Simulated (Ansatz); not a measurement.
# PtSe2: the cost of one run

Program: Ansatz 0.2.0. Level of theory: DFT PBEsol+U (U = 2 eV, J = 0.7 eV on Pt d), plane waves, PAW, no spin–orbit coupling unless a run says so. These are calculated values, not measurements.

The COD entry's cell or inner coordinates are ideal or old and differ from later refinements, so a difference from it is no clean test against experiment.

## Step 1: The starting structure

Symmetry: P-3m1, No. 164, trigonal system. The conventional cell has a = 3.724 Å, b = 3.724 Å, c = 5.062 Å, α = 90.00°, β = 90.00°, γ = 120.00°. Pt (site symmetry -3m) is surrounded by 6 Se at 2.49 Å. Around Se (site symmetry 3m) lie 3 Pt at 2.49 Å.

Coordinates:

```
Pt Se
1.0
     3.72400    0.00000    0.00000
    -1.86200    3.22508    0.00000
     0.00000    0.00000    5.06200
Pt Se
1 2
Direct
  0.00000 0.00000 0.00000
  0.33333 0.66667 0.25000
  0.66667 0.33333 0.75000
```

Magnetic order typed: ferromagnetic.

## Step 2: From atoms, symmetry kept, no search

The input, input.yaml:

```yaml
crystal:
  lattice:
    - [3.72400029, 0.0, 0.0]
    - [-1.86200015, 3.22507886, 0.0]
    - [0.0, 0.0, 5.06199958]
  atoms:
    - { symbol: Pt, position: [0.0, 0.0, 0.0], spin: 4.0, spin_axis: [1.0, 0.0, 0.0] }
    - { symbol: Se, position: [0.3333333333, 0.6666666667, 0.25] }
    - { symbol: Se, position: [0.6666666667, 0.3333333333, 0.75] }
basis:
  ecutwfc: 420
  ecutrho_ratio: 4
kpoints:
  mp_grid: { grid: [6, 6, 4] }
hamiltonian:
  xc: pbesol
  hubbard: { sites: [{ site: 0, l: d, u: 2.0, j: 0.7 }] }
scf:
  occupations: { method: gaussian, width: 0.05 }
  lower_state_search: "off"
  max_iter: 150
output:
  forces: true
  stress: true
  eigenvalues: true
  populations: true
  hubbard: { sites: [{ site: 0, l: d }] }
magnetization:
  noncollinear: true
  spin_orbit: true
```

This run includes spin–orbit coupling.

Launch:

```sh
> ansatz run input.yaml --threads 4 --pin off --max-ram 6144MiB --backend cpu --events-out ev --progress --plain --runs-dir out
```

What time and memory should one allow on 4 threads of Arm Neoverse V2, shared host?

About 23 s, with a peak of 0.94 GiB.
